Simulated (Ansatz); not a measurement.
# C4H10N2Si: up Jacob's ladder to CCSD(T)

The task here is to estimate one member of a computed series from the others.

Program: Ansatz 0.2.0, Gaussian basis. Level of theory: functionals in def2-TZVPP, the program's frozen cores in correlated methods. These are calculated values, not measurements.

The runs, in order: LDA (SPW92), PBE-D4, revPBE-D4, BLYP-D4, r2SCAN-D4, B97M-V, PBE0-D4, B3LYP-D4, r2SCANh-D4, r2SCAN0-D4, HSE06-D4, BHLYP-D4, CAM-B3LYP-D4, LC-ωPBE, ωB97X-V, ωB97M-V, B2PLYP, PBE-QIDH; CCSD(T)/def2-SVP; MP2/def2-TZVPP; RPA on PBE.

1 further run of the same task is left out (it didn't finish). Runs told in other sessions of the task aren't counted.

## Structure used throughout

The geometry comes from an earlier relaxation with PBE0-D4 in a triple-zeta def2 set; it is a stationary point, not always the lowest conformer.

SMILES `C=C[Si](N)(N)C=C`, 17 atoms, charge 0, spin multiplicity 1.

Atoms are counted from 1 here; the program's logs count them from 0.

Bond lengths: C1–C2 1.331 Å, C1–H8 1.087 Å, C1–H9 1.087 Å, C2–Si3 1.866 Å, C2–H10 1.090 Å, Si3–N4 1.719 Å, Si3–N5 1.719 Å, Si3–C6 1.866 Å, N4–H11 1.008 Å, N4–H12 1.007 Å, N5–H13 1.007 Å, N5–H14 1.008 Å, C6–C7 1.331 Å, C6–H15 1.091 Å, C7–H16 1.087 Å, C7–H17 1.087 Å. Angles: C2–C1–H8 121.3°, C2–C1–H9 122.4°, H8–C1–H9 116.3°, C1–C2–Si3 124.1°, C1–C2–H10 117.4°, Si3–C2–H10 118.5°, C2–Si3–N4 106.2°, C2–Si3–N5 116.4°, C2–Si3–C6 108.2°, N4–Si3–N5 105.0°, N4–Si3–C6 116.5°, N5–Si3–C6 104.9°, Si3–N4–H11 118.1°, Si3–N4–H12 120.1°, H11–N4–H12 111.0°, Si3–N5–H13 119.3°, Si3–N5–H14 119.7°, H13–N5–H14 111.1° and more.

Coordinates:

```xyz
17
C4H10N2Si
C     1.1245   -1.6393    1.5377
C     0.9883   -0.4349    0.9879
Si   -0.0238   -0.0930   -0.5425
N    -1.0092   -1.4806   -0.7852
N     0.8502    0.0956   -2.0108
C    -0.9151    1.5287   -0.3011
C    -1.0183    2.1617    0.8651
H     0.6198   -2.5087    1.1252
H     1.7481   -1.8144    2.4109
H     1.5372    0.3897    1.4435
H    -1.4844   -1.5758   -1.6687
H    -1.5731   -1.8378   -0.0309
H     1.2053    1.0044   -2.2594
H     1.4747   -0.6335   -2.3175
H    -1.4168    1.9745   -1.1612
H    -0.5529    1.7740    1.7676
H    -1.5736    3.0891    0.9796
```

The first run:

Contents of in.yaml:

```yaml
crystal:
  periodic: [false, false, false]
  atoms:
    - {symbol: C, position_ang: [1.124542, -1.639266, 1.537715]}
    - {symbol: C, position_ang: [0.988324, -0.434902, 0.987930]}
    - {symbol: Si, position_ang: [-0.023771, -0.093039, -0.542512]}
    - {symbol: N, position_ang: [-1.009249, -1.480554, -0.785232]}
    - {symbol: N, position_ang: [0.850225, 0.095565, -2.010784]}
    - {symbol: C, position_ang: [-0.915116, 1.528650, -0.301114]}
    - {symbol: C, position_ang: [-1.018281, 2.161652, 0.865101]}
    - {symbol: H, position_ang: [0.619771, -2.508659, 1.125191]}
    - {symbol: H, position_ang: [1.748078, -1.814422, 2.410879]}
    - {symbol: H, position_ang: [1.537188, 0.389652, 1.443515]}
    - {symbol: H, position_ang: [-1.484372, -1.575829, -1.668708]}
    - {symbol: H, position_ang: [-1.573078, -1.837807, -0.030920]}
    - {symbol: H, position_ang: [1.205265, 1.004418, -2.259406]}
    - {symbol: H, position_ang: [1.474666, -0.633494, -2.317543]}
    - {symbol: H, position_ang: [-1.416780, 1.974532, -1.161177]}
    - {symbol: H, position_ang: [-0.552905, 1.773995, 1.767636]}
    - {symbol: H, position_ang: [-1.573607, 3.089108, 0.979630]}
basis:
  gaussian: {orbitals: def2-TZVPP}
hamiltonian: {xc: lda}
output: {orbitals: {seedname: orbitals}}
```

The run is started by

```bash
$ ansatz run in.yaml --threads 4 --pin off --events-out ev --progress --plain --max-ram 11315MiB
```

Among the steps run: LDA; PBE-D4 (GGA); revPBE-D4 (GGA); BLYP-D4 (GGA); r2SCAN-D4 (meta-GGA); B97M-V (meta-GGA); PBE0-D4 (hybrid); B3LYP-D4 (hybrid); r2SCANh-D4 (hybrid); r2SCAN0-D4 (hybrid); HSE06-D4 (hybrid); BHLYP-D4 (hybrid); CAM-B3LYP-D4 (range-separated); LC-ωPBE (range-separated); ωB97X-V (range-separated); ωB97M-V (range-separated); B2PLYP (double hybrid); PBE-QIDH (double hybrid).

One table of the session follows, with a row left open; its other results are not shown here.

It belongs to the step «Frontier levels by functional». 

| functional | HOMO (eV) | gap (eV) |
| --- | --- | --- |
| LDA (SPW92) | ? | ? |
| PBE-D4 | -5.72 | 4.41 |
| revPBE-D4 | -5.66 | 4.44 |
| BLYP-D4 | -5.60 | 4.44 |
| r2SCAN-D4 | -6.00 | 4.89 |
| B97M-V | -6.09 | 5.01 |
| PBE0-D4 | -7.07 | 6.74 |
| B3LYP-D4 | -6.85 | 6.29 |
| r2SCANh-D4 | -6.51 | 5.76 |
| r2SCAN0-D4 | -7.27 | 7.05 |
| HSE06-D4 | -6.67 | 5.95 |
| BHLYP-D4 | -8.31 | 9.05 |
| CAM-B3LYP-D4 | -8.48 | 9.27 |
| LC-ωPBE | -9.85 | 11.80 |
| ωB97X-V | -9.49 | 11.34 |
| ωB97M-V | -9.39 | 11.09 |

Estimate the missing values for LDA (SPW92).

**Answer.** HOMO (eV): -5.88; gap (eV): 4.31. In the column «HOMO (eV)» it lies between r2SCAN-D4 (-6.00) and PBE-D4 (-5.72).
